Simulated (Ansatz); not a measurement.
# C₂H₇O₂Si radical: a ladder of functionals and wavefunction methods

One table from this session's results is given with a row withheld; the runs are named, their logs left out.

Method: functionals in def2-TZVPP, the program's frozen cores in correlated methods; program: Ansatz 0.2.0, Gaussian basis.

Plan: PBE-D4, r2SCAN-D4, PBE0-D4, B3LYP-D4, ωB97X-V, ωB97M-V, B2PLYP; CCSD(T)/def2-TZVPP; MP2/def2-QZVPP; extrapolation to the limit.

### Structure used throughout

An earlier PBE0-D4 in a triple-zeta def2 set relaxation fixed the geometry.

12 atoms, charge 0, spin multiplicity 2.

Atoms are counted from 1 here; the program's logs count them from 0.

Bond lengths: C1–O2 1.407 Å, C1–H6 1.091 Å, C1–H7 1.096 Å, C1–H8 1.096 Å, O2–Si3 1.650 Å, Si3–C4 1.868 Å, Si3–O5 1.646 Å, C4–H9 1.092 Å, C4–H10 1.094 Å, C4–H11 1.091 Å, O5–H12 0.959 Å. Angles: O2–C1–H6 108.3°, O2–C1–H7 111.4°, O2–C1–H8 111.8°, H6–C1–H7 108.3°, H6–C1–H8 108.4°, H7–C1–H8 108.5°, C1–O2–Si3 124.4°, O2–Si3–C4 112.2°, O2–Si3–O5 106.6°, C4–Si3–O5 106.0°, Si3–C4–H9 111.1°, Si3–C4–H10 109.2°, Si3–C4–H11 110.4°, H9–C4–H10 109.0°, H9–C4–H11 108.4°, H10–C4–H11 108.8°, Si3–O5–H12 116.8°.

Set-up of the first run:

in.yaml reads:

```yaml
crystal:
  periodic: [false, false, false]
  atoms:
    - {symbol: C, position_ang: [-1.198740, -1.560431, -0.260104]}
    - {symbol: O, position_ang: [-0.571812, -0.742146, 0.698200]}
    - {symbol: Si, position_ang: [0.852319, 0.056092, 0.456056]}
    - {symbol: C, position_ang: [0.684568, 1.435781, -0.792473]}
    - {symbol: O, position_ang: [1.233408, 0.779686, 1.884260]}
    - {symbol: H, position_ang: [-2.027759, -2.080509, 0.223144]}
    - {symbol: H, position_ang: [-1.600842, -0.968327, -1.089978]}
    - {symbol: H, position_ang: [-0.510839, -2.309294, -0.668588]}
    - {symbol: H, position_ang: [0.395895, 1.047559, -1.771253]}
    - {symbol: H, position_ang: [-0.080114, 2.139682, -0.449606]}
    - {symbol: H, position_ang: [1.630315, 1.969981, -0.899839]}
    - {symbol: H, position_ang: [1.193602, 0.231926, 2.670179]}
basis:
  gaussian: {orbitals: def2-TZVPP}
magnetization: {spin_polarized: true, initial_magnetization: 1}
hamiltonian: {xc: pbe, dispersion: d4}
output: {forces: true, orbitals: {seedname: orbitals}}
```

Command:

```sh
> ansatz run in.yaml --threads 2 --pin off --events-out ev --progress --plain --max-ram 22528MiB --backend cpu
```

Among the steps run: PBE-D4 (GGA); r2SCAN-D4 (meta-GGA); PBE0-D4 (hybrid); B3LYP-D4 (hybrid); ωB97X-V (range-separated); ωB97M-V (range-separated); B2PLYP (double hybrid); CCSD(T) in def2-TZVPP; MP2 in def2-QZVPP.

One of the session's tables, all rows but one given; the rest of the session is left out.

```
            method  atomisation energy (eV)
            PBE-D4                   48.269
         r2SCAN-D4                   47.698
           PBE0-D4                   47.388
          B3LYP-D4                   47.444
           ωB97X-V                   47.521
           ωB97M-V                   47.526
            B2PLYP                   46.987
     HF/def2-TZVPP                   34.717
    MP2/def2-TZVPP                   47.117
   CCSD/def2-TZVPP                   45.626
CCSD(T)/def2-TZVPP                   46.266
           MP2/CBS                   48.393
       CCSD(T)/CBS                        ?
```

**Question.** Estimate the row for CCSD(T)/CBS.

**Answer.** atomisation energy (eV): 47.541. In the column «atomisation energy (eV)» it lies between ωB97M-V (47.526) and r2SCAN-D4 (47.698).

Caveats from the session: Free atoms (2 C, 2 O, 1 Si, 7 H) were run apart at each level; the atomisation energy is their sum less the molecule, without zero-point or spin-orbit terms.
